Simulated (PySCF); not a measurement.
# The bond of TlSe, level by level

The task here is to estimate one member of a computed series from the others.

Program: PySCF 2.14.0. Level of theory: Tl cc-pVDZ-PP with ECP60, Se cc-pVDZ-PP with ECP10, scalar-relativistic core potentials. These are calculated values, not measurements.

Set-up of the first run:

Settings of the job:

```json
{
 "atoms": "Tl, Se",
 "charge": "0",
 "basis": "Tl cc-pVDZ-PP with ECP60, Se cc-pVDZ-PP with ECP10",
 "Hamiltonian": "scalar-relativistic core potentials",
 "basis functions": "46",
 "electrons treated": "45",
 "masses in u": "204.9744, 79.9165",
 "levels": "PBE0, PBE, r²SCAN, B2PLYP, BHandHLYP, B97-3, CAM-B3LYP, HF, MP2, SCS-MP2, CCSD, CCSD(T)",
 "grid": "80 radial by 434 angular points",
 "occupations": "held fixed by the projection of orbital angular momentum",
 "dissociation limit": "Tl + Se, each in its ground configuration",
 "starting distance in angstrom": "2.545",
 "values of 2S to try": "1, 3"
}
```

The run is started by

```
> OMP_NUM_THREADS=1 python dia.py task.json out
```

Among the steps run: The job; The PBE0 curve of the state that the search chose; Higher solutions at PBE0; PBE (GGA); r²SCAN (meta-GGA); B2PLYP (double hybrid); BHandHLYP; B97-3; CAM-B3LYP (range-separated hybrid); UHF; Correlated methods on the Hartree–Fock reference.

One of the session's tables, all rows but one given; the rest of the session is left out.

It belongs to the step «Constants by level of theory». 

| level | Re (Å) | ωe (cm⁻¹) | De (eV) |
| --- | --- | --- | --- |
| UHF | ? | ? | ? |
| UHF-MP2 | 2.725 | 179.4 | 2.42 |
| UHF-SCS-MP2 | 2.741 | 175.8 | 2.34 |
| UHF-CCSD | 2.741 | 175.2 | 2.29 |
| UHF-CCSD(T) | 2.743 | 174.6 | 2.37 |
| PBE | 2.755 | 168.7 | 2.95 |
| r²SCAN | 2.731 | 175.0 | 2.87 |
| PBE0 | 2.729 | 175.1 | 2.79 |
| B97-3 | 2.758 | 169.4 | 2.82 |
| BHandHLYP | 2.737 | 174.7 | 2.57 |
| CAM-B3LYP | 2.723 | 177.3 | 2.68 |
| B2PLYP | 2.744 | 173.4 | 2.65 |

Estimate the missing values for UHF.

**Answer.** Re (Å): 2.762; ωe (cm⁻¹): 169.2; De (eV): 1.59. In the column «Re (Å)» it is the highest.
